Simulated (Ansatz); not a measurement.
# TiAl30: the cost of one run

All numbers below are computed with Ansatz 0.2.0 (DFT r2SCAN, plane waves, PAW, scalar-relativistic, no spin polarisation).

## Step 1: Starting point

The cell holds 31 atoms (Al30Ti): a = 8.100 Å, b = 8.100 Å, c = 8.100 Å, α = 90.00°, β = 90.00°, γ = 90.00°.

The coordinates stand in the first input below.

## Step 2: End point A

input.yaml

```yaml
crystal:
  lattice:
    - [8.1, 0.0, 0.0]
    - [0.0, 8.1, 0.0]
    - [0.0, 0.0, 8.1]
  atoms:
    - { symbol: Al, position: [0.4968036, 0.0023385, 0.0039801] }
    - { symbol: Al, position: [0.7533358, 0.2486504, 0.0002857] }
    - { symbol: Al, position: [0.7524809, -0.0035507, 0.2516366] }
    - { symbol: Al, position: [-0.0025353, -0.0025398, 0.0035468] }
    - { symbol: Al, position: [0.250428, 0.2493532, 0.0014507] }
    - { symbol: Al, position: [0.5035188, 0.4954004, -7.19e-05] }
    - { symbol: Al, position: [0.7486184, 0.7548567, -0.0072927] }
    - { symbol: Ti, position: [0.2451606, 0.001544, 0.2520454] }
    - { symbol: Al, position: [0.5029549, 0.2526385, 0.2487697] }
    - { symbol: Al, position: [0.75251, 0.4967678, 0.2430407] }
    - { symbol: Al, position: [0.748852, 0.2434076, 0.5068301] }
    - { symbol: Al, position: [0.7505759, -1.42e-05, 0.7543876] }
    - { symbol: Al, position: [-0.0005824, 0.499372, -0.0046536] }
    - { symbol: Al, position: [0.250264, 0.7490834, -0.0010153] }
    - { symbol: Al, position: [-0.004897, 0.2511242, 0.244951] }
    - { symbol: Al, position: [0.2470982, 0.4995675, 0.245866] }
    - { symbol: Al, position: [0.5021713, 0.7558356, 0.2524795] }
    - { symbol: Al, position: [-1.5e-06, 0.001979, 0.4999961] }
    - { symbol: Al, position: [0.2485955, 0.2510605, 0.5032996] }
    - { symbol: Al, position: [0.5010948, 0.5047511, 0.4980083] }
    - { symbol: Al, position: [0.7481868, 0.7495851, 0.4984814] }
    - { symbol: Al, position: [0.2470175, 0.0054511, 0.7463743] }
    - { symbol: Al, position: [0.5015457, 0.2507677, 0.7483075] }
    - { symbol: Al, position: [0.7489126, 0.4986993, 0.7471462] }
    - { symbol: Al, position: [-0.0001096, 0.7488279, 0.249145] }
    - { symbol: Al, position: [-0.0007112, 0.4957936, 0.4986438] }
    - { symbol: Al, position: [0.2509613, 0.7462893, 0.5004782] }
    - { symbol: Al, position: [0.0037231, 0.249955, 0.7498125] }
    - { symbol: Al, position: [0.2472288, 0.5041472, 0.7508785] }
    - { symbol: Al, position: [0.4917611, 0.7419636, 0.7519168] }
    - { symbol: Al, position: [0.0035837, 0.7494274, 0.7470922] }
basis:
  ecutwfc: 500.0
kpoints:
  mp_grid: { grid: [2, 2, 2] }
hamiltonian:
  xc: r2scan
  pseudopotentials: { kind: paw, azcp: { folder: soft_1 } }
scf:
  occupations: { method: gaussian, width: 0.15 }
  lower_state_search: "off"
relax:
  f_tol: 0.03
  max_steps: 60
  adjacent_minimum: "off"
output:
  write_density: true
  write_potential: true
  elf: true
  volumetric_format: npy
```

The run is started by

```bash
$ ansatz run input.yaml --threads 4 --pin off --max-ram 10240MiB --backend cpu --events-out ev --progress --plain --runs-dir out
```

Q: Estimate wall time and peak memory on 4 threads of Arm Neoverse V2, shared host.

About 82 s, with a peak of 2.6 GiB.
